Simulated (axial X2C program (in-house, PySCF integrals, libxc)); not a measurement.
**SnOH⁻: bond lengths and stretches, held linear**

How do method and spin–orbit coupling move the bonds and stretches of SnOH⁻, held linear?

The runs use an in-house X2C program for linear molecules on PySCF integrals; all-electron X2C, two-component (2c) or spin-free, Sn dyall-v3z, O dyall-av3z, H dyall-v3z.

All values are calculated.

2 further runs of the same task are left out: 2 set aside as unsound or not needed.

## Step 1: Set-up

task.json reads:

```json
{"zs": [50, 8, 1], "q": -1, "bas": ["dyall-v3z", "dyall-av3z", "dyall-v3z"], "r0": [2.03, 0.96], "symm": 0, "scan": ["PBE0", "HF", "r2SCAN"], "levels": ["PBE0", "HF", "PBE"], "nst": 2}
```

Keys: zs atomic numbers; q charge; bas basis sets; r0 starting distance in Å; symm equal bonds; scan levels of the two-bond scan (MP2 follows by itself at each HF point); levels methods; nst determinants followed.

On the command line:

```bash
$ python solin.py task.json out
```

Masses Sn 119.902, O 15.995, H 1.008 u.

## Step 2: Scan at PBE0, 2c

State: Ω = 1 (beyond evenly filled blocks: ω = -1/2, ω = 3/2). Energies above the lowest point, from the job's result record:

| r(Sn–O) (Å) | r(O–H) (Å) | E (meV) |
| --- | --- | --- |
| 2.0056 | 0.9262 | 31.66 |
| 2.0056 | 0.9500 | 16.54 |
| 2.0056 | 0.9737 | 32.98 |
| 2.0570 | 0.9262 | 15.80 |
| 2.0570 | 0.9500 | 0.00 |
| 2.0570 | 0.9737 | 15.78 |
| 2.0570 | 0.9975 | 58.37 |
| 2.1084 | 0.9262 | 31.93 |
| 2.1084 | 0.9500 | 15.44 |
| 2.1084 | 0.9737 | 30.54 |
| 2.1599 | 0.9500 | 55.06 |
| 2.1599 | 0.9975 | 110.71 |

A quadratic surface with cubic terms in each bond gives the minimum at 2.056 and 0.949 Å, force constants 1.95, 9 and coupling -0.09 mdyn/Å.

## Step 3: Scan at HF, 2c

State: Ω = 1 (beyond evenly filled blocks: ω = -1/2, ω = 3/2). Energies above the lowest point, from the job's result record:

| r(Sn–O) (Å) | r(O–H) (Å) | E (meV) |
| --- | --- | --- |
| 2.0056 | 0.9262 | 11.77 |
| 2.0056 | 0.9500 | 22.13 |
| 2.0056 | 0.9737 | 64.24 |
| 2.0570 | 0.9262 | 0.00 |
| 2.0570 | 0.9500 | 9.46 |
| 2.0570 | 0.9737 | 50.67 |
| 2.0570 | 0.9975 | 119.04 |
| 2.1084 | 0.9262 | 19.71 |
| 2.1084 | 0.9500 | 28.30 |
| 2.1084 | 0.9737 | 68.60 |
| 2.1599 | 0.9500 | 70.54 |
| 2.1599 | 0.9975 | 176.48 |

A quadratic surface with cubic terms in each bond gives the minimum at 2.049 and 0.931 Å, force constants 1.99, 10.1 and coupling -0.12 mdyn/Å.

## Step 4: Scan at r2SCAN, 2c

State: Ω = 1 (beyond evenly filled blocks: ω = -1/2, ω = 3/2). Energies above the lowest point, from the job's result record:

| r(Sn–O) (Å) | r(O–H) (Å) | E (meV) |
| --- | --- | --- |
| 2.0056 | 0.9262 | 33.29 |
| 2.0056 | 0.9500 | 15.18 |
| 2.0056 | 0.9737 | 28.25 |
| 2.0570 | 0.9262 | 18.74 |
| 2.0570 | 0.9500 | 0.00 |
| 2.0570 | 0.9737 | 12.46 |
| 2.0570 | 0.9975 | 51.36 |
| 2.1084 | 0.9262 | 36.65 |
| 2.1084 | 0.9500 | 17.25 |
| 2.1084 | 0.9737 | 29.06 |
| 2.1599 | 0.9500 | 59.15 |
| 2.1599 | 0.9975 | 107.91 |

A quadratic surface with cubic terms in each bond gives the minimum at 2.053 and 0.952 Å, force constants 2, 8.75 and coupling -0.08 mdyn/Å.

## Step 5: Comparison

| level | r(Sn–O) (Å) | r(O–H) (Å) | lower stretch (cm⁻¹) | upper stretch (cm⁻¹) |
| --- | --- | --- | --- | --- |
| PBE0, 2c | 2.056 | 0.949 | 471.0 | 4018.6 |
| HF, 2c | 2.049 | 0.931 | 475.4 | 4263.6 |
| r2SCAN, 2c | 2.053 | 0.952 | 476.9 | 3962.7 |
| MP2, 2c | 2.061 | 0.953 | 458.7 | 3990.6 |
| PBE0, spin-free | 2.054 | 0.949 | 472.6 | 4021.3 |
| HF, spin-free | 2.047 | 0.931 | 477.1 | 4264.8 |
| r2SCAN, spin-free | 2.052 | 0.952 | 478.0 | 3964.8 |
| MP2, spin-free | 2.059 | 0.953 | 460.5 | 3992.8 |

Scans not shown above were run alike.

In words: Over the levels the Sn–O bond spans 2.047 to 2.061 Å and the O–H bond 0.931 to 0.953 Å. At PBE0 going from spin-free to two-component moves the bonds by +0.001 and +0.000 Å. Each state is one determinant, the lowest of a limited PBE0 search; the stretches come from a fit to few points and are good to some per cent at best. MP2 freezes inner shells (threshold -2 hartree). For an anion the highest level of a functional can be positive, and the basis then holds the extra electron. The molecule was held linear; bending was not examined, so a bent shape may lie lower. Open-shell Ω = 0 determinants with evenly filled partner blocks cannot be reached by this program, so the Ω shown need not be the lowest component. Note: several unpaired electrons, one determinant need not be a pure state.
